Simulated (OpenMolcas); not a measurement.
**Os⁴⁺ among point charges: CASSCF and CASPT2 levels and susceptibility**

Aim: the splitting of the states of Os⁴⁺ in the field of 5 point charges, its lowest levels with spin-orbit coupling and its magnetic susceptibility.

Program: OpenMolcas 26.06. Level of theory: state-averaged CASSCF and CASPT2, spin-orbit coupling by RASSI with atomic mean-field integrals. These are calculated values, not measurements, unless marked.

### 1 The atom as given

- Species: Os⁴⁺ (osmium, Z = 76, 72 electrons)
- Basis: ANO-RCC-VDZP [7s6p4d2f1g], 68 functions
- Scalar Hamiltonian: DKH2, point nucleus
- Inactive shells: 1s 2s 2p 3s 3p 3d 4s 4p 4d 4f 5s 5p
- Active space: 4 electrons in 5 orbitals (5d)
- Some configurations of this space: 5d⁴
- Orbitals: optimised for each spin and parity, averaged over all roots

The outer shells:

5d4
```
5d [↑ ][↑ ][↑ ][↑ ][  ]
```

The ion sits among 5 point charges of -0.5 e arranged as a trigonal bipyramid (D3h), 1.96 Å from the ion, with the axial distance 2.136 Å.

Each step is its own input file, run in one work folder so that later steps find the files of earlier ones. Labels, J, g values, rates, χT and fits are worked out afterwards by a script from the matrices that RASSI stores.

### 2 One- and two-electron integrals

a.inp reads:

```
&GATEWAY
Coord
1

Os 0.0 0.0 0.0
Basis=ANO-RCC-VDZP
Group=NoSym
NoMove
AngMom=0.0 0.0 0.0
AMFI
XField
5 Angstrom 0
1.960000 0.000000 0.000000 -0.500000
-0.980000 1.697410 0.000000 -0.500000
-0.980000 -1.697410 0.000000 -0.500000
0.000000 0.000000 2.136400 -0.500000
0.000000 0.000000 -2.136400 -0.500000
&SEWARD
```

### 3 CASSCF: quintets, 5 roots

a.inp reads:

```
&RASSCF
FileOrb=start.orb
Symmetry=1
Spin=5
nActEl=4 0 0
Inactive=34
Ras2=5
CIRoot=5 5 1
SDav=5
CIMx=300
Iter=120 100
PrWF=0.3
OrbListing=Nothing
MaxOrb=0
>>> COPY $Project.JobIph JOB001
```

start.orb holds the contracted functions of the basis, ordered by shell, or the orbitals of the step before.

### 4 Reference wave functions, triplets, 45 roots

a.inp reads:

```
&RASSCF
FileOrb=start.orb
Symmetry=1
Spin=3
nActEl=4 0 0
Inactive=34
Ras2=5
CIRoot=45 45 1
SDav=45
CIMx=300
Iter=120 100
PrWF=0.3
OrbListing=Nothing
MaxOrb=0
>>> COPY $Project.JobIph JOB002
```

### 5 CASSCF: singlets, 50 roots

a.inp reads:

```
&RASSCF
FileOrb=start.orb
Symmetry=1
Spin=1
nActEl=4 0 0
Inactive=34
Ras2=5
CIRoot=50 50 1
SDav=50
CIMx=300
Iter=120 100
PrWF=0.3
OrbListing=Nothing
MaxOrb=0
>>> COPY $Project.JobIph JOB003
```

### 6 State interaction with spin-orbit coupling

a.inp reads:

```
&RASSI
NrOfJobIphs=3 5 45 50
1 2 3 4 5
1 2 3 4 5 6 7 8 9 10 11 12 13 14 15 16 17 18 19 20 21 22 23 24 25 26 27
28 29 30 31 32 33 34 35 36 37 38 39 40 41 42 43 44 45
1 2 3 4 5 6 7 8 9 10 11 12 13 14 15 16 17 18 19 20 21 22 23 24 25 26 27
28 29 30 31 32 33 34 35 36 37 38 39 40 41 42 43 44 45 46 47 48 49 50
IphNames
JOB001
JOB002
JOB003
EJob
SpinOrbit
DIPRint=1.0
SOCoupling=1000.0
Subsets=2
Property=9
'ANGMOM' 1 'ANGMOM' 2 'ANGMOM' 3 'MLTPL  1' 1 'MLTPL  1' 2 'MLTPL  1' 3
'AMFI' 1 'AMFI' 2 'AMFI' 3
SOProperty=3
'ANGMOM' 1 'ANGMOM' 2 'ANGMOM' 3
```

### 7 CASPT2: IPEA 0.25, imaginary shift 0.1 (closed shells correlated: 4f 5s 5p)

a.inp reads:

```
>>> COPY JOB001 $Project.JobIph
&CASPT2
Multistate=5 1 2 3 4 5
NoMult
Frozen=23
IPEA=0.25
Imaginary=0.1
MaxIter=60
WThr=0.0 0.3 0.05
PrWF=0.5
NoMix
>>> COPY JOB002 $Project.JobIph
&CASPT2
Multistate=45 1 2 3 4 5 6 7 8 9 10 11 12 13 14 15 16 17 18 19 20 21 22
23 24 25 26 27 28 29 30 31 32 33 34 35 36 37 38 39 40 41 42 43 44 45
NoMult
Frozen=23
IPEA=0.25
Imaginary=0.1
MaxIter=60
WThr=0.0 0.3 0.05
PrWF=0.5
NoMix
>>> COPY JOB003 $Project.JobIph
&CASPT2
Multistate=50 1 2 3 4 5 6 7 8 9 10 11 12 13 14 15 16 17 18 19 20 21 22
23 24 25 26 27 28 29 30 31 32 33 34 35 36 37 38 39 40 41 42 43 44 45 46
47 48 49 50
NoMult
Frozen=23
IPEA=0.25
Imaginary=0.1
MaxIter=60
WThr=0.0 0.3 0.05
PrWF=0.5
NoMix
```

(Steps that only read results are left out.)

**Question.** What will these runs give? Wanted: spin-free ground state; first state of the same spin within the active space; lowest level; next level.

The runs gave:

```
                                            quantity                                                                           value
                                              method  SS-CASPT2, IPEA 0.25, imaginary shift 0.1 (closed shells correlated: 4f 5s 5p)
                              spin-free ground state                                                 5A1, 1-fold in its orbital part
first state of the same spin within the active space                                                                 5E at 1280 cm⁻¹
                                        lowest level                                                                       1-fold A1
                                          next level                                                                     4768.6 cm⁻¹
                                         χT at 300 K                                                                  0.05 cm³ K/mol
                           effective moment at 300 K                                                                         0.63 μB
```

Cost by method:

| method | time of its own steps | time with the reference |
| --- | --- | --- |
| A. CASSCF | 31 s | 31 s |
| B. SS-CASPT2, IPEA 0.25, imaginary shift 0.1, +4f 5s 5p | 39 s | 71 s |

Times are of one thread on a shared host.

In words: The spin-free ground state (5A1) comes to 100 % from free-ion D terms and keeps the highest spin of the shell. χT at 300 K is 0.05, against 3.01 cm³ K/mol for the spin alone, so spin-orbit coupling lowers it. An active space of the d shell alone favours high spin; real ions in strong fields can be low spin. CASPT2 does not keep the components of a term degenerate, and the means are used. The field of point charges can differ much from that of real complexes. With metal d orbitals alone active, the gaps between spin states are rough; where two lie within a few thousand cm-1, their order is open. Point charges carry no covalency, so the field is a model and not that of real ligands.
